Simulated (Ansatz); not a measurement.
# C₄H₁₅GeNSi: a ladder of functionals and wavefunction methods

Aim: compute C₄H₁₅GeNSi with functionals from several rungs and with coupled cluster, and see how far each lands from CCSD(T) at the basis-set limit for the atomisation energy.

Computed with Ansatz 0.2.0, Gaussian basis. Level: functionals in def2-TZVPP, the program's frozen cores in correlated methods.

Plan: LDA (SPW92), PBE-D4, revPBE-D4, BLYP-D4, r2SCAN-D4, B97M-V, PBE0-D4, B3LYP-D4, r2SCANh-D4, r2SCAN0-D4, HSE06-D4, BHLYP-D4, CAM-B3LYP-D4, LC-ωPBE, ωB97X-V, ωB97M-V, B2PLYP, PBE-QIDH; CCSD(T)/def2-SVP; CCSD(T)/def2-TZVPP; MP2/def2-QZVPP; extrapolation to the limit; RPA on PBE.

### Step 1. The relaxed structure

An earlier PBE0-D4 in a triple-zeta def2 set relaxation fixed the geometry.

SMILES `C[N]([GeH3])[Si](C)(C)C`, 22 atoms, charge 0, spin multiplicity 1.

Atoms are counted from 1 here; the program's logs count them from 0.

Bond lengths: C1–N2 1.456 Å, C1–H8 1.095 Å, C1–H9 1.099 Å, C1–H10 1.096 Å, N2–Ge3 1.835 Å, N2–Si4 1.735 Å, Ge3–H11 1.547 Å, Ge3–H12 1.533 Å, Ge3–H13 1.542 Å, Si4–C5 1.876 Å, Si4–C6 1.870 Å, Si4–C7 1.874 Å, C5–H14 1.094 Å, C5–H15 1.093 Å, C5–H16 1.094 Å, C6–H17 1.092 Å, C6–H18 1.093 Å, C6–H19 1.094 Å and more. Angles: N2–C1–H8 110.9°, N2–C1–H9 113.0°, N2–C1–H10 111.4°, H8–C1–H9 107.1°, H8–C1–H10 106.6°, H9–C1–H10 107.5°, C1–N2–Ge3 114.0°, C1–N2–Si4 117.6°, Ge3–N2–Si4 126.8°, N2–Ge3–H11 111.2°, N2–Ge3–H12 110.0°, N2–Ge3–H13 107.0°, H11–Ge3–H12 109.6°, H11–Ge3–H13 108.1°, H12–Ge3–H13 110.8°, N2–Si4–C5 110.5°, N2–Si4–C6 109.8°, N2–Si4–C7 109.6° and more.

### Step 2. LDA

This LDA is Slater exchange with PW92 correlation.

Input file in.yaml:

```yaml
crystal:
  periodic: [false, false, false]
  atoms:
    - {symbol: C, position_ang: [2.039852, -0.483508, -0.501627]}
    - {symbol: N, position_ang: [0.818706, -0.572918, 0.286906]}
    - {symbol: Ge, position_ang: [0.728633, -2.060248, 1.358285]}
    - {symbol: Si, position_ang: [-0.489407, 0.485313, -0.134775]}
    - {symbol: C, position_ang: [-0.971199, 0.250815, -1.932300]}
    - {symbol: C, position_ang: [-1.967649, 0.127131, 0.952387]}
    - {symbol: C, position_ang: [0.040092, 2.266666, 0.109754]}
    - {symbol: H, position_ang: [2.141519, 0.508464, -0.952859]}
    - {symbol: H, position_ang: [2.078142, -1.215775, -1.319899]}
    - {symbol: H, position_ang: [2.929384, -0.636796, 0.120384]}
    - {symbol: H, position_ang: [0.539635, -3.344931, 0.518013]}
    - {symbol: H, position_ang: [-0.430039, -1.920371, 2.352214]}
    - {symbol: H, position_ang: [2.076756, -2.165450, 2.099271]}
    - {symbol: H, position_ang: [-0.124125, 0.431872, -2.599927]}
    - {symbol: H, position_ang: [-1.324838, -0.767888, -2.113345]}
    - {symbol: H, position_ang: [-1.769470, 0.940912, -2.220374]}
    - {symbol: H, position_ang: [-1.741589, 0.266136, 2.012081]}
    - {symbol: H, position_ang: [-2.349063, -0.887925, 0.816974]}
    - {symbol: H, position_ang: [-2.774434, 0.818327, 0.691156]}
    - {symbol: H, position_ang: [0.908709, 2.526310, -0.500966]}
    - {symbol: H, position_ang: [0.298765, 2.454071, 1.154979]}
    - {symbol: H, position_ang: [-0.767980, 2.949793, -0.167734]}
basis:
  gaussian: {orbitals: def2-TZVPP}
hamiltonian: {xc: lda}
output: {orbitals: {seedname: orbitals}}
```

Command:

```sh
$ ansatz run in.yaml --threads 5 --pin off --events-out ev --progress --plain --max-ram 66560MiB --backend cuda --devices 0, --max-vram 37GiB
```

After this run come: PBE-D4 (GGA); revPBE-D4 (GGA); BLYP-D4 (GGA); r2SCAN-D4 (meta-GGA); B97M-V (meta-GGA); B3LYP-D4 (hybrid); r2SCANh-D4 (hybrid); r2SCAN0-D4 (hybrid); HSE06-D4 (hybrid); BHLYP-D4 (hybrid); CAM-B3LYP-D4 (range-separated); LC-ωPBE (range-separated); ωB97X-V (range-separated); ωB97M-V (range-separated); B2PLYP (double hybrid); PBE-QIDH (double hybrid); CCSD(T) in def2-SVP; CCSD(T) in def2-TZVPP; MP2 in def2-QZVPP; RPA on PBE orbitals.

Before running them: what should the planned runs give, taken together? Wanted: atomisation energy, CCSD(T)/CBS; farthest beyond LDA; mean size of error, GGA; mean size of error, meta-GGA; mean size of error, hybrid; mean size of error, range-separated; mean size of error, double hybrid; gap, smallest and largest; T1 diagnostic.

As calculated:

| quantity | value |
| --- | --- |
| atomisation energy, CCSD(T)/CBS | 82.667 eV |
| functionals within 0.827 eV (1.0 %) | PBE-D4, BLYP-D4, r2SCAN-D4, B97M-V, PBE0-D4, B3LYP-D4, r2SCANh-D4, r2SCAN0-D4, HSE06-D4, CAM-B3LYP-D4, LC-ωPBE, ωB97X-V, ωB97M-V, PBE-QIDH |
| farthest beyond LDA | BHLYP-D4 (-1.563 eV) |
| mean size of error, GGA | 0.740 eV |
| mean size of error, meta-GGA | 0.152 eV |
| mean size of error, hybrid | 0.480 eV |
| mean size of error, range-separated | 0.284 eV |
| mean size of error, double hybrid | 0.805 eV |
| gap, smallest and largest | 4.81 eV (LDA (SPW92)), 11.82 eV (LC-ωPBE) |
| T1 diagnostic | 0.0106 |
| triples share of the correlation energy | 3.7 % |

**Reading.** LDA overbinds by 10.206 eV (12 %). PBE-D4 is off by +0.597 eV. Double hybrids carry the basis error of their MP2 part in triple zeta, and no dispersion term here, so their miss is partly the set-up's. The rungs meta-GGA, range-separated, hybrid, GGA, double hybrid miss on average by less than the doubt on the reference (0.827 eV), so they tie. Misses under about 0.827 eV are within the doubt on the reference itself, which lacks core-valence correlation, relativity and higher excitations, and its outer-core shells are covered unevenly. Hartree-Fock recovers 75 % of the binding; the rest is correlation. CCSD(T) in def2-SVP is off by -4.332 eV, which most functionals beat. Orbital gaps span 4.8 to 11.8 eV; exact exchange widens them. Correlated methods include outer-core shells of Ge, which these sets cover unevenly.
